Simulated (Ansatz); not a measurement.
**CH7BOSi: how energies converge with the basis set**

An exercise on one series of results from a longer session: the logs are not shown, and one member is left open.

Computed with Ansatz 0.2.0, Gaussian basis. Level: one geometry, several basis sets.

Plan: PBE0-D4/def2-SVP; ωB97M-V/def2-SVP; PBE0-D4/def2-QZVPP; ωB97M-V/def2-QZVPP; the functionals' def2-TZVPP values are taken from earlier runs.

**Structure used throughout**

An earlier PBE0-D4 in a triple-zeta def2 set relaxation fixed the geometry.

SMILES `COB[SiH3]`, 11 atoms, charge 0, spin multiplicity 1.

Atoms are counted from 1 here; the program's logs count them from 0.

Bond lengths: C1–O2 1.416 Å, C1–H5 1.091 Å, C1–H6 1.091 Å, C1–H7 1.093 Å, O2–B3 1.341 Å, B3–Si4 2.025 Å, B3–H8 1.208 Å, Si4–H9 1.492 Å, Si4–H10 1.492 Å, Si4–H11 1.489 Å. Angles: O2–C1–H5 108.7°, O2–C1–H6 108.7°, O2–C1–H7 111.1°, H5–C1–H6 108.8°, H5–C1–H7 109.8°, H6–C1–H7 109.8°, C1–O2–B3 122.5°, O2–B3–Si4 119.1°, O2–B3–H8 118.8°, Si4–B3–H8 122.1°, B3–Si4–H9 109.9°, B3–Si4–H10 110.0°, B3–Si4–H11 113.5°, H9–Si4–H10 106.8°, H9–Si4–H11 108.2°, H10–Si4–H11 108.3°.

The first run:

The input, in.yaml:

```yaml
crystal:
  periodic: [false, false, false]
  atoms:
    - {symbol: C, position_ang: [-1.637322, 1.189061, -0.641127]}
    - {symbol: O, position_ang: [-0.344493, 0.795358, -0.216932]}
    - {symbol: B, position_ang: [-0.033148, -0.479071, 0.058590]}
    - {symbol: Si, position_ang: [1.848436, -0.925009, 0.660778]}
    - {symbol: H, position_ang: [-1.553961, 1.668606, -1.617963]}
    - {symbol: H, position_ang: [-2.034741, 1.912308, 0.073104]}
    - {symbol: H, position_ang: [-2.308132, 0.328418, -0.707743]}
    - {symbol: H, position_ang: [-0.886638, -1.325977, -0.059417]}
    - {symbol: H, position_ang: [1.812086, -1.551811, 2.014318]}
    - {symbol: H, position_ang: [2.454585, -1.927912, -0.262569]}
    - {symbol: H, position_ang: [2.748626, 0.259229, 0.719662]}
basis:
  gaussian: {orbitals: def2-SVP}
hamiltonian: {xc: pbe0, dispersion: d4}
output: {orbitals: {seedname: orbitals}}
```

The run is started by

```bash
$ ansatz run in.yaml --threads 2 --pin off --events-out ev --progress --plain --max-ram 4352MiB
```

Steps of the session up to this table: PBE0-D4 in def2-SVP; ωB97M-V in def2-SVP; PBE0-D4 in def2-QZVPP; ωB97M-V in def2-QZVPP.

One of the session's tables, all rows but one given; the rest of the session is left out.

It belongs to the step «Density functionals: the series». 

| functional | basis | HOMO (eV) |
| --- | --- | --- |
| PBE0-D4 | def2-SVP | -7.70 |
| PBE0-D4 | def2-TZVPP | ? |
| PBE0-D4 | def2-QZVPP | -7.76 |
| ωB97M-V | def2-SVP | -9.83 |
| ωB97M-V | def2-TZVPP | -9.92 |
| ωB97M-V | def2-QZVPP | -9.93 |

Q: Estimate the row for PBE0-D4, def2-TZVPP from the others.

**Answer.** HOMO (eV): -7.75. In the column «HOMO (eV)» it lies between PBE0-D4, def2-QZVPP (-7.76) and PBE0-D4, def2-SVP (-7.70).
